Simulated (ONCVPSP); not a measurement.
**Pseudopotential generation for lutetium: ONCV, PBE**

Aim: build the potential from the settings below, then test how well it stands in for the atom: other configurations, scattering, ghost states and the plane-wave cutoff that it needs.

Method: ONCVPSP 4.0.1, PBE, scalar-relativistic.

## 1. The design

The settings as typed:

- element: lutetium (Lu, Z = 71)
- type: optimised norm-conserving Vanderbilt (ONCV)
- frozen core: [Kr] 4d10
- valence charge: 25
- reference configuration: 4f14 5s2 5p6 5d1 6s1.5 6p0.5
- partial waves: 5s+6s: rc 2.25 bohr, ncon 4, nbas 9, qcut 7 1/bohr, 2 projectors; 5p+6p: rc 2.20 bohr, ncon 5, nbas 8, qcut 7.7 1/bohr, 2 projectors; 5d: rc 2.60 bohr, ncon 3, nbas 8, qcut 5.1 1/bohr, 2 projectors, debl 1.9 Ha; 4f: rc 1.15 bohr, ncon 4, nbas 9, qcut 12.8 1/bohr, 1 projector
- local potential: polynomial inside 0.95 bohr (lpopt 5, dvloc0 4 Ha)
- core correction: polynomial model core, fcfact 0.65

The nodes and maxima of the atom's own shells, from an earlier all-electron run, set the scale for the radii.

All-electron outer shells of the reference configuration (PBE, scalar-relativistic, ld1.x):

```tsv
shell	level (eV)	outermost node (bohr)	outermost maximum (bohr)
4p	-358.92	0.25	0.47
4d	-192.65	0.23	0.48
5s	-61.81	0.57	1.04
5p	-32.40	0.61	1.19
4f	-10.36	–	0.47
6s	-5.10	1.41	3.04
5d	-2.31	0.68	1.82
6p	-1.68	1.73	4.21
```

## 2. The generation run

Contents of Lu.dat:

```
# ATOM AND REFERENCE CONFIGURATION
# atsym  z   nc   nv     iexc    psfile
  Lu 71.00    9    6        4      upf
#
#   n    l    f
    1    0    2.00
    2    0    2.00
    2    1    6.00
    3    0    2.00
    3    1    6.00
    3    2   10.00
    4    0    2.00
    4    1    6.00
    4    2   10.00
    4    3   14.00
    5    0    2.00
    5    1    6.00
    5    2    1.00
    6    0    1.50
    6    1    0.50
#
# PSEUDOPOTENTIAL AND OPTIMIZATION
# lmax
    3
#
#   l,   rc,      ep,       ncon, nbas, qcut
    0    2.25    0.00    4    9    7.00
    1    2.20    0.00    5    8    7.70
    2    2.60    0.00    3    8    5.10
    3    1.15    0.00    4    9   12.80
#
# LOCAL POTENTIAL
# lloc, lpopt,  rc(5),   dvloc0
    4    5    0.95    4.00
#
# VANDERBILT-KLEINMAN-BYLANDER PROJECTORs
# l, nproj, debl
    0    2    1.60
    1    2    1.70
    2    2    1.90
    3    1    3.40
#
# MODEL CORE CHARGE
# icmod, fcfact, rcfact
    1    0.65    0.00
#
# LOG DERIVATIVE ANALYSIS
# epsh1, epsh2, depsh
   -4.00    5.00    0.02
#
# OUTPUT GRID
# rlmax, drl
    6.00    0.01
#
# TEST CONFIGURATIONS
# ncnf
    4
# nvcnf
#   n    l    f
    6
    4    3   14.00
    5    0    2.00
    5    1    6.00
    5    2    1.00
    6    0    2.00
    6    1    0.00
#
    6
    4    3   14.00
    5    0    2.00
    5    1    6.00
    5    2    1.00
    6    0    1.00
    6    1    0.00
#
    6
    4    3   14.00
    5    0    2.00
    5    1    6.00
    5    2    1.00
    6    0    0.00
    6    1    0.00
#
    6
    4    3   14.00
    5    0    2.00
    5    1    6.00
    5    2    0.00
    6    0    0.00
    6    1    0.00
#
```

Run with:

```console
$ oncvpsp.x < Lu.dat > Lu.out
```

Q: Predict the outcome of this session. Wanted: cutoffs for 1 and 0.1 mHa per electron, occupied waves; bound ghosts; GHOST(+) flags; largest test error; largest phase difference near zero energy, channels read; rms error of d²Exc/dn², without and with the model core.

**Answer**, as computed:

```
                                                quantity                                                     value
  cutoffs for 1 and 0.1 mHa per electron, occupied waves                                          94 Ha and 258 Ha
                                            bound ghosts                                            s at -37.19 eV
                                          GHOST(+) flags                                               p at 176 eV
                            largest test error (AE − PS)  -7.5 meV, for 4f14 5s2 5p6 5d1 6s0 6p0 (1 test unsolved)
largest phase difference near zero energy, channels read                                                 0.013 rad
 rms error of d²Exc/dn², without and with the model core                                         3.42 and 1.68 mHa
```

What this shows: It has a bound ghost (s), a state that the atom doesn't have, and that rules the file out. By total energies transferability is good where solved: the largest error is 7.5 meV on 19.0 eV, for 4f14 5s2 5p6 5d1 6s0 6p0. Atomic tests can pass in spite of a ghost, since they solve only for the levels asked. Of the tests 1 gave no usable energy difference, which is a warning in itself. It counts as very hard, with 94 Ha needed at the looser tolerance. The tighter tolerance needs 258 Ha, and converged work needs a cutoff nearer that. At the looser tolerance the 4f wave is the slowest; 5p needs 16 Ha. Near zero energy the phases of the channels with partial waves agree within 0.013 rad. The pseudo curves have a pole with no partner nearby in the atom's: s at -1.36 Ha. The program also flags highly localised states, GHOST(+) (p). These are tests on the free atom; a crystal test is still owed.
